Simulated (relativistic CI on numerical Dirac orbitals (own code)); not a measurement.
**Re³⁺: 5d valence photoemission multiplets**

Aim: the 5d valence photoemission spectrum of Re³⁺ in 4 surroundings, from the same atomic integrals.

Method: Dirac-Coulomb-Breit CI, KLI orbitals optimised for each configuration, model QED (radiative potential, 1s self-energy scaled to tabulated hydrogen-like ionisation energies), valence Slater integrals scaled by 0.8, multiplet model of photoemission in the sudden approximation. Code: relativistic CI on numerical Dirac orbitals (own code) version 1.

## (1) What is computed

- ion: Re³⁺ (Re IV)
- nuclear charge: 75
- electrons: 72
- configurations: [Xe] 4f14 5d4 → [Xe] 4f14 5d3
- temperature: 80 K
- widths: Lorentz 0.42 eV, Gauss 0.5 eV
- surrounding 1: free ion
- surrounding 2: Td, 10Dq = -3100 cm⁻¹
- surrounding 3: Td, 10Dq = -8600 cm⁻¹
- surrounding 4: Td, 10Dq = -14100 cm⁻¹

## (2) Surrounding 1: free ion

Settings, as recorded:

```ini
atom Re  Z=75  charge=3  electrons=72
nucleus A=187  rms_radius_fm=5.3698
hamiltonian dirac-coulomb  breit=on  qed=on  c_scale=1
orbitals kli  potential=per-configuration
slater_scale 0.8
correlation none
mixing on
configurations
  [Xe] 4f14 5d4
  [Xe] 4f14 5d3
end
photoemission 5d valence T=80 lorentz=0.42 gauss=0.5
crystal_field free
```

## (3) Surrounding 2: Td, 10Dq = -3100

The settings differ from step 2 so:

```diff
@@ -12,2 +12,2 @@
 photoemission 5d valence T=80 lorentz=0.42 gauss=0.5
-crystal_field free
+crystal_field Td 10Dq=-3100
```

## (4) Surrounding 3: Td, 10Dq = -8600

The settings differ from step 3 so:

```diff
@@ -12,2 +12,2 @@
 photoemission 5d valence T=80 lorentz=0.42 gauss=0.5
-crystal_field Td 10Dq=-3100
+crystal_field Td 10Dq=-8600
```

## (5) Surrounding 4: Td, 10Dq = -14100

The settings differ from step 4 so:

```diff
@@ -12,2 +12,2 @@
 photoemission 5d valence T=80 lorentz=0.42 gauss=0.5
-crystal_field Td 10Dq=-8600
+crystal_field Td 10Dq=-14100
```

(Steps that only read results are left out.)

What does the calculation give? Wanted: highest peak, first run; ground spin.

**Answer**, as computed:

| surrounding | ground S | centroid (eV) | spread (eV) | up to four highest peaks (% of the highest), eV |
| --- | --- | --- | --- | --- |
| 1: free | 1.78 | 39.13 | 0.77 | 38.7 (100), 40.2 (30) |
| 2: Td | 1.76 | 39.13 | 0.79 | 38.7 (100), 40.2 (28) |
| 3: Td | 1.54 | 39.11 | 0.85 | 38.6 (100), 39.7 (35), 40.6 (16) |
| 4: Td | 0.88 | 39.11 | 0.76 | 38.8 (100) |

| quantity | value |
| --- | --- |
| highest peak, first run | 38.7 eV |
| ground spin (effective S from ⟨S²⟩) | 0.88 to 1.78 |

In words: The ground spin changes between the runs (1.78 to 0.88), and the line shape with it. The position of the maximum differs by up to 0.2 eV between the surroundings, by shifts of peaks or by peaks exchanging rank. Energies are those of the free ion without screening by ligands; binding energies in solids differ by tens of eV.
